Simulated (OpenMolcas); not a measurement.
# Ru⁴⁺ among point charges: CASSCF and CASPT2 levels and susceptibility

Aim: the splitting of the states of Ru⁴⁺ in the field of 4 point charges, its lowest levels with spin-orbit coupling and its magnetic susceptibility.

Program: OpenMolcas 26.06. Level of theory: state-averaged CASSCF and CASPT2, spin-orbit coupling by RASSI with atomic mean-field integrals. These are calculated values, not measurements, unless marked.

## 1. Starting point

```
Species                           : Ru⁴⁺ (ruthenium, Z = 44, 40 electrons)
Basis                             : ANO-RCC-VDZP [6s5p3d1f], 43 functions
Scalar Hamiltonian                : DKH2, point nucleus
Inactive shells                   : 1s 2s 2p 3s 3p 3d 4s 4p
Active space                      : 4 electrons in 5 orbitals (4d)
Some configurations of this space : 4d4
Orbitals                          : optimised for each spin and parity, averaged over all roots
```

The outer shells:

4d4
```
4d [↑ ][↑ ][↑ ][↑ ][  ]
```

The ion sits among 4 point charges of -2.5 e arranged as a tetrahedron (Td), 2.01 Å from the ion.

The work runs as a chain of OpenMolcas steps in one folder; each step below is one input file. Labels, J, g values, rates, χT and fits are worked out afterwards by a script from the matrices that RASSI stores.

## 2. Basis and integrals

a.inp reads:

```
&GATEWAY
Coord
1

Ru 0.0 0.0 0.0
Basis=ANO-RCC-VDZP
Group=NoSym
NoMove
AngMom=0.0 0.0 0.0
AMFI
XField
4 Angstrom 0
1.160474 1.160474 1.160474 -2.500000
1.160474 -1.160474 -1.160474 -2.500000
-1.160474 1.160474 -1.160474 -2.500000
-1.160474 -1.160474 1.160474 -2.500000
&SEWARD
```

Started as:

```bash
$ OMP_NUM_THREADS=1 MOLCAS_MEM=1689 MOLCAS_PROJECT=a pymolcas a.inp > a.log
```

## 3. CASSCF: quintets, 5 roots

a.inp reads:

```
&RASSCF
FileOrb=start.orb
Symmetry=1
Spin=5
nActEl=4 0 0
Inactive=18
Ras2=5
CIRoot=5 5 1
SDav=5
CIMx=300
Iter=120 100
PrWF=0.3
OrbListing=Nothing
MaxOrb=0
>>> COPY $Project.JobIph JOB001
```

start.orb holds the contracted functions of the basis, ordered by shell, or the orbitals of the step before.

## 4. CASSCF: triplets, 45 roots

a.inp reads:

```
&RASSCF
FileOrb=start.orb
Symmetry=1
Spin=3
nActEl=4 0 0
Inactive=18
Ras2=5
CIRoot=45 45 1
SDav=45
CIMx=300
Iter=120 100
PrWF=0.3
OrbListing=Nothing
MaxOrb=0
>>> COPY $Project.JobIph JOB002
```

## 5. Reference wave functions, singlets, 50 roots

a.inp reads:

```
&RASSCF
FileOrb=start.orb
Symmetry=1
Spin=1
nActEl=4 0 0
Inactive=18
Ras2=5
CIRoot=50 50 1
SDav=50
CIMx=300
Iter=120 100
PrWF=0.3
OrbListing=Nothing
MaxOrb=0
>>> COPY $Project.JobIph JOB003
```

## 6. RASSI: spin-orbit coupling between the states

a.inp reads:

```
&RASSI
NrOfJobIphs=3 5 45 50
1 2 3 4 5
1 2 3 4 5 6 7 8 9 10 11 12 13 14 15 16 17 18 19 20 21 22 23 24 25 26 27
28 29 30 31 32 33 34 35 36 37 38 39 40 41 42 43 44 45
1 2 3 4 5 6 7 8 9 10 11 12 13 14 15 16 17 18 19 20 21 22 23 24 25 26 27
28 29 30 31 32 33 34 35 36 37 38 39 40 41 42 43 44 45 46 47 48 49 50
IphNames
JOB001
JOB002
JOB003
EJob
SpinOrbit
DIPRint=1.0
SOCoupling=1000.0
Subsets=2
Property=9
'ANGMOM' 1 'ANGMOM' 2 'ANGMOM' 3 'MLTPL  1' 1 'MLTPL  1' 2 'MLTPL  1' 3
'AMFI' 1 'AMFI' 2 'AMFI' 3
SOProperty=3
'ANGMOM' 1 'ANGMOM' 2 'ANGMOM' 3
```

## 7. CASPT2: IPEA 0.25, imaginary shift 0.1 (closed shells correlated: 4s 4p)

a.inp reads:

```
>>> COPY JOB001 $Project.JobIph
&CASPT2
Multistate=5 1 2 3 4 5
NoMult
Frozen=14
IPEA=0.25
Imaginary=0.1
MaxIter=60
WThr=0.0 0.3 0.05
PrWF=0.5
NoMix
>>> COPY JOB002 $Project.JobIph
&CASPT2
Multistate=45 1 2 3 4 5 6 7 8 9 10 11 12 13 14 15 16 17 18 19 20 21 22
23 24 25 26 27 28 29 30 31 32 33 34 35 36 37 38 39 40 41 42 43 44 45
NoMult
Frozen=14
IPEA=0.25
Imaginary=0.1
MaxIter=60
WThr=0.0 0.3 0.05
PrWF=0.5
NoMix
>>> COPY JOB003 $Project.JobIph
&CASPT2
Multistate=50 1 2 3 4 5 6 7 8 9 10 11 12 13 14 15 16 17 18 19 20 21 22
23 24 25 26 27 28 29 30 31 32 33 34 35 36 37 38 39 40 41 42 43 44 45 46
47 48 49 50
NoMult
Frozen=14
IPEA=0.25
Imaginary=0.1
MaxIter=60
WThr=0.0 0.3 0.05
PrWF=0.5
NoMix
```

(Steps that only read results are left out.)

Q: Predict the outcome of this session. Wanted: spin-free ground state; first state of the same spin within the active space; lowest level; next level.

As calculated:

| quantity | value |
| --- | --- |
| method | SS-CASPT2, IPEA 0.25, imaginary shift 0.1 (closed shells correlated: 4s 4p) |
| spin-free ground state | 5T2, 3-fold in its orbital part |
| first state of the same spin within the active space | 5E at 3710 cm⁻¹ |
| lowest level | 1-fold A1 |
| next level | 388.2 cm⁻¹ |
| χT at 300 K | 1.00 cm³ K/mol |
| effective moment at 300 K | 2.82 μB |

Cost by method:

```
                                              method  time of its own steps  time with the reference
                                           A. CASSCF                   23 s                     23 s
B. SS-CASPT2, IPEA 0.25, imaginary shift 0.1, +4s 4p                  8.4 s                     31 s
```

Times are of one thread on a shared host.

The spin-free ground state (5T2) comes to 100 % from free-ion D terms and keeps the highest spin of the shell. χT at 300 K is 1.00, against 3.01 cm³ K/mol for the spin alone, so spin-orbit coupling lowers it. An active space of the d shell alone favours high spin; real ions in strong fields can be low spin. CASPT2 does not keep the components of a term degenerate, and the means are used. The field of point charges can differ much from that of real complexes. Point charges carry no covalency, so the field is a model and not that of real ligands.
